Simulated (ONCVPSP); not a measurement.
# Pseudopotential generation for Ir: ONCV, PBE

Aim: build the potential from the settings below, then test how well it stands in for the atom: other configurations, scattering, ghost states and the plane-wave cutoff that it needs.

Program: ONCVPSP 4.0.1.1 (patched build). Reference atom: PBE, scalar-relativistic, spherical and spin-unpolarised. All values are calculated.

**1. The design**

Typed settings, in words:

- element: iridium (Ir, Z = 77)
- type: optimised norm-conserving Vanderbilt (ONCV)
- frozen core: [Kr] 4d10
- valence charge: 31
- reference configuration: 4f14 5s2 5p6 5d7 6s1 6p1
- partial waves: 5s+6s: rc 1.55 bohr, ncon 4, nbas 7, qcut 7.7 1/bohr, 2 projectors; 5p+6p: rc 1.55 bohr, ncon 4, nbas 8, qcut 10.8 1/bohr, 2 projectors; 5d: rc 1.65 bohr, ncon 5, nbas 9, qcut 5.9 1/bohr, 2 projectors, debl 0.8 Ha; 4f: rc 0.65 bohr, ncon 5, nbas 9, qcut 24.4 1/bohr, 2 projectors, debl 2.5 Ha
- local potential: polynomial inside 0.45 bohr (lpopt 5, dvloc0 1 Ha)
- core correction: not asked for

**2. Generation**

Ir.dat reads:

```
# ATOM AND REFERENCE CONFIGURATION
# atsym  z   nc   nv     iexc    psfile
  Ir 77.00    9    6        4      upf
#
#   n    l    f
    1    0    2.00
    2    0    2.00
    2    1    6.00
    3    0    2.00
    3    1    6.00
    3    2   10.00
    4    0    2.00
    4    1    6.00
    4    2   10.00
    4    3   14.00
    5    0    2.00
    5    1    6.00
    5    2    7.00
    6    0    1.00
    6    1    1.00
#
# PSEUDOPOTENTIAL AND OPTIMIZATION
# lmax
    3
#
#   l,   rc,      ep,       ncon, nbas, qcut
    0    1.55    0.00    4    7    7.70
    1    1.55    0.00    4    8   10.80
    2    1.65    0.00    5    9    5.90
    3    0.65    0.00    5    9   24.40
#
# LOCAL POTENTIAL
# lloc, lpopt,  rc(5),   dvloc0
    4    5    0.45    1.00
#
# VANDERBILT-KLEINMAN-BYLANDER PROJECTORs
# l, nproj, debl
    0    2    1.80
    1    2    1.60
    2    2    0.80
    3    2    2.50
#
# MODEL CORE CHARGE
# icmod, fcfact, rcfact
    0    0.00    0.00
#
# LOG DERIVATIVE ANALYSIS
# epsh1, epsh2, depsh
   -5.00    5.00    0.04
#
# OUTPUT GRID
# rlmax, drl
    6.00    0.01
#
# TEST CONFIGURATIONS
# ncnf
    4
# nvcnf
#   n    l    f
    6
    4    3   14.00
    5    0    2.00
    5    1    6.00
    5    2    7.00
    6    0    2.00
    6    1    0.00
#
    6
    4    3   14.00
    5    0    2.00
    5    1    6.00
    5    2    7.00
    6    0    1.00
    6    1    0.00
#
    6
    4    3   14.00
    5    0    2.00
    5    1    6.00
    5    2    7.00
    6    0    0.00
    6    1    0.00
#
    6
    4    3   14.00
    5    0    2.00
    5    1    6.00
    5    2    7.00
    6    0    0.00
    6    1    1.00
#
```

On the command line:

```
oncvpsp.x < Ir.dat > Ir.out
```

**Question.** What will these runs give? Wanted: cutoffs for 1 and 0.1 mHa per electron, occupied waves; bound ghosts; GHOST(+) flags; largest test error; largest phase difference near zero energy, channels read.

**Answer**, as computed:

| quantity | value |
| --- | --- |
| cutoffs for 1 and 0.1 mHa per electron, occupied waves | 304 Ha and 746 Ha |
| bound ghosts | s at -1711.78 eV, p at -906.78 eV, d at -115.44 eV |
| GHOST(+) flags | s at 29 eV |
| largest test error (AE − PS) | -10 meV, for 4f14 5s2 5p6 5d7 6s0 6p0 |
| largest phase difference near zero energy, channels read | 0.001 rad |

A bound ghost (s, p, d) makes it unfit for use: electrons can fall into a state that the atom doesn't have. The worst unpolarised test, 4f14 5s2 5p6 5d7 6s0 6p0, is off by 10 meV on 22.0 eV; by total energies transferability rates as good. Atomic tests can pass in spite of a ghost, since they solve only for the levels asked. It counts as very hard, with 304 Ha needed at the looser tolerance. At the looser tolerance the 4f wave is the slowest; 5p needs 33 Ha. Near zero energy the phases of the channels with partial waves agree within 0.001 rad. The pseudo curves have a pole with no partner nearby in the atom's: d at -4.24 Ha. The program also flags highly localised states, GHOST(+) (s). These are tests on the free atom; a crystal test is still owed.
